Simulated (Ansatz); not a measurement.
# CH3BrMgO: one species, many methods

The task here is to estimate one member of a computed series from the others.

Computed with Ansatz 0.2.0, Gaussian basis. Level: functionals in def2-TZVPP, the program's frozen cores in correlated methods.

Levels to be run: LDA (SPW92), PBE-D4, revPBE-D4, BLYP-D4, r2SCAN-D4, B97M-V, PBE0-D4, B3LYP-D4, r2SCANh-D4, r2SCAN0-D4, HSE06-D4, BHLYP-D4, CAM-B3LYP-D4, LC-ωPBE, ωB97X-V, ωB97M-V, B2PLYP, PBE-QIDH; CCSD(T)/def2-SVP; CCSD(T)/def2-TZVPP; MP2/def2-QZVPP; extrapolation to the limit; RPA on PBE.

### The relaxed structure

All runs share one geometry, relaxed beforehand with PBE0-D4 in a triple-zeta def2 set.

7 atoms, charge 0, spin multiplicity 1.

Atoms are counted from 1 here; the program's logs count them from 0.

Bond lengths: C1–O2 1.378 Å, C1–H5 1.099 Å, C1–H6 1.099 Å, C1–H7 1.099 Å, O2–Mg3 1.749 Å, Mg3–Br4 2.326 Å. Angles: O2–C1–H5 111.6°, O2–C1–H6 111.6°, O2–C1–H7 111.6°, H5–C1–H6 107.2°, H5–C1–H7 107.2°, H6–C1–H7 107.2°, C1–O2–Mg3 180.0°, O2–Mg3–Br4 180.0°.

Set-up of the first run:

in.yaml reads:

```yaml
crystal:
  periodic: [false, false, false]
  atoms:
    - {symbol: C, position_ang: [0.743069, 0.986229, 0.163330]}
    - {symbol: O, position_ang: [-0.066967, -0.112641, -0.024061]}
    - {symbol: Mg, position_ang: [-1.095282, -1.507000, -0.261914]}
    - {symbol: Br, position_ang: [-2.462836, -3.361618, -0.578199]}
    - {symbol: H, position_ang: [0.896672, 1.540312, -0.773063]}
    - {symbol: H, position_ang: [0.311280, 1.688216, 0.890108]}
    - {symbol: H, position_ang: [1.735164, 0.698601, 0.538100]}
basis:
  gaussian: {orbitals: def2-TZVPP}
hamiltonian: {xc: lda}
output: {orbitals: {seedname: orbitals}}
```

Among the steps run: LDA; PBE-D4 (GGA); revPBE-D4 (GGA); BLYP-D4 (GGA); r2SCAN-D4 (meta-GGA); B97M-V (meta-GGA); PBE0-D4 (hybrid); B3LYP-D4 (hybrid); r2SCANh-D4 (hybrid); r2SCAN0-D4 (hybrid); HSE06-D4 (hybrid); BHLYP-D4 (hybrid); CAM-B3LYP-D4 (range-separated); LC-ωPBE-D4 (range-separated; the results give it without D4); ωB97X-V (range-separated); ωB97M-V (range-separated); B2PLYP (double hybrid); PBE-QIDH (double hybrid).

One table of the session follows, with a row left open; its other results are not shown here.

It belongs to the step «Orbital energies across the functionals». 

```
  functional  HOMO (eV)  LUMO (eV)  gap (eV)
 LDA (SPW92)      -6.11      -2.43      3.68
      PBE-D4      -5.94      -2.19      3.75
   revPBE-D4      -5.87      -2.04      3.83
     BLYP-D4      -5.87      -2.17      3.70
   r2SCAN-D4      -6.24      -1.70      4.53
      B97M-V      -6.32      -2.12      4.20
     PBE0-D4      -7.44      -1.45      5.99
    B3LYP-D4      -7.23      -1.75      5.48
  r2SCANh-D4      -6.80      -1.48      5.32
  r2SCAN0-D4      -7.66      -1.17      6.49
    HSE06-D4      -7.03      -1.81      5.23
    BHLYP-D4      -8.93      -0.87      8.06
CAM-B3LYP-D4      -8.95      -0.71      8.24
     LC-ωPBE     -10.29       0.46     10.75
     ωB97X-V          ?          ?         ?
     ωB97M-V      -9.89      -0.10      9.79
```

**Question.** Estimate the row for ωB97X-V.

The run gave: HOMO (eV): -9.96; LUMO (eV): 0.26; gap (eV): 10.22. In the column «HOMO (eV)» it lies between LC-ωPBE (-10.29) and ωB97M-V (-9.89).
